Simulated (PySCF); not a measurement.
# H6O3Pb (Pb(H2O)32+): the cost of one run

Method: several levels, as the steps say, no spin–orbit coupling; program: PySCF 2.14.0.

1 further run of the same task is left out (for a known fault of the program).

**1. The system as given**

10 atoms, charge 2, spin multiplicity 1.

Bond lengths: Pb1–O2 2.463 Å, Pb1–O5 2.463 Å, Pb1–O8 2.463 Å, O2–H3 0.973 Å, O2–H4 0.973 Å, O5–H6 0.973 Å, O5–H7 0.973 Å, O8–H9 0.973 Å, O8–H10 0.973 Å. Angles: O2–Pb1–O5 120.0°, O2–Pb1–O8 120.0°, O5–Pb1–O8 120.0°, Pb1–O2–H3 127.5°, Pb1–O2–H4 127.5°, H3–O2–H4 105.0°, Pb1–O5–H6 127.5°, Pb1–O5–H7 127.5°, H6–O5–H7 105.0°, Pb1–O8–H9 127.5°, Pb1–O8–H10 127.5°, H9–O8–H10 105.0°.

As a file:

```xyz
10

Pb    0.00000    0.00000    0.00000
O     2.46283    0.00002    0.00000
H     3.05530    0.64747    0.42114
H     3.05531   -0.64742   -0.42114
O    -1.23143    2.13286    0.00000
H    -2.08838    2.32223    0.42114
H    -0.96697    2.96968   -0.42114
O    -1.23140   -2.13289    0.00000
H    -0.96692   -2.96970    0.42114
H    -2.08834   -2.32227   -0.42114
```

Formal oxidation states: Pb +2. An earlier session relaxed this geometry at PBE0, Pb def2-SVP with ECP60, O def2-SVP, H def2-SVP (singlet, point group D3).

At PBE0 on the finer grid: E = -421.156323 Eh, HOMO -18.94 eV, LUMO -12.25 eV, Mulliken charge on Pb1 +1.38 e, largest force component 0.003 eV/Å. 

Levels to run: BP86; B3LYP; PBE0, TZVP. Hardware: 2 threads of Arm Neoverse V1, shared host.

**2. BP86**

Input file run.py (the lines that set the calculation):

```python
mol = gto.M(atom='''
Pb     0.00000     0.00000     0.00000
O      2.46283     0.00002     0.00000
H      3.05530     0.64747     0.42114
H      3.05531    -0.64742    -0.42114
O     -1.23143     2.13286     0.00000
H     -2.08838     2.32223     0.42114
H     -0.96697     2.96968    -0.42114
O     -1.23140    -2.13289     0.00000
H     -0.96692    -2.96970     0.42114
H     -2.08834    -2.32227    -0.42114''',
    basis={'Pb': 'def2-SVP', 'O': 'def2-SVP', 'H': 'def2-SVP'},
    ecp={'Pb': 'def2-SVP'},
    charge=2, spin=0)
mf = dft.RKS(mol, xc='B88,P86')
mf.grids.atom_grid = (75, 302)
mf = mf.density_fit()  # fitting sets: Pb def2-universal-JKFIT, O def2-universal-JKFIT, H def2-universal-JKFIT
mf.conv_tol = 1e-08; mf.max_cycle = 55
mf.kernel(dm0)  # dm0: the density of the relaxed state
```

Launch:

```
OMP_NUM_THREADS=2 python run.py
```

**Question.** How long does this run take on 2 threads of Arm Neoverse V1, shared host?

About 4.9 s.
